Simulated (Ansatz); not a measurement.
Runs of Ansatz 0.2.0 on NiMoIrPdW. Symmetry: P3m1, No. 156, trigonal system. The conventional cell has a = 4.117 Å, b = 4.117 Å, c = 5.446 Å, α = 90.00°, β = 90.00°, γ = 120.00°. Ni (site symmetry 3m) has 3 Mo at 2.38 Å and 3 Ir at 2.69 Å as nearest neighbours. Around Mo (site symmetry 3m) lie 3 Ni at 2.38 Å and 3 Ir at 2.70 Å and 2 Pd at 2.72 to 2.73 Å. Pd (site symmetry 3m) is surrounded by 3 W at 2.68 Å and 2 Mo at 2.72 to 2.73 Å and 3 Ir at 2.77 Å. Around Ir (site symmetry 3m) lie 2 W at 2.66 to 2.78 Å and 3 Ni at 2.69 Å and 3 Mo at 2.70 Å and 3 Pd at 2.77 Å. W (site symmetry 3m) is surrounded by 2 Ir at 2.66 to 2.78 Å and 3 Pd at 2.68 Å and 3 Mo at 2.81 Å and 3 Ni at 2.82 Å. The cell was built by a generator and needn't be a form met in nature.

```csv
task,level,potentials or basis,cell,k mesh,cutoff (eV),basis error allowed,mesh quality,gap on the mesh (eV),pressure (GPa),moment (μB),largest force (eV/Å)
relaxation of cell and atoms,PBE+D3(BJ),all-electron PAW datasets made for the crystal,relaxed,5 × 5 × 3,-,-,coarse,none,0.0,0.00,-
density of states,PBE,all-electron PAW datasets made for the crystal,as given,8 × 8 × 5,440,-,not flagged,none,0.0,0.00,0.04
electrostatic potential,PBE,all-electron PAW datasets made for the crystal,as given,8 × 8 × 5,440,-,not flagged,none,0.0,0.00,0.04
density of states,PBE,all-electron PAW datasets made for the crystal,as given,6 × 6 × 4,440,-,coarse,none,0.0,0.00,0.17
band structure,revPBE,"all-electron LAPW, scalar-relativistic",as given,6 × 6 × 4,315,0.002 eV/atom,coarse,-,(a),0.00,0.19
```

Alike in all rows: spin collinear, ferromagnetic start; smearing fermi-dirac 0.05 eV.

Estimate the missing entries.

(a) 2.7.

Caveats: some runs use coarse meshes; the starting moments weren't kept; the k mesh is thin for a metal, which can move the energy by tens of meV per atom (some runs); the program warned that the printed levels may be off, so bands, gaps and densities of states are rough (some runs); the program listed the state as in doubt (some runs); pairwise dispersion overbinds metals, which lowers pressure and volume (some runs); spin-orbit coupling is left out, which moves the levels of the heavy elements (some runs).

A k mesh can miss the band edges, and the runs leave out spin-orbit coupling on Ir, Mo, Pd, W.

A gap of «none» marks a metal or a gap under the smearing width.

The runs don't all hold the same shells in valence.
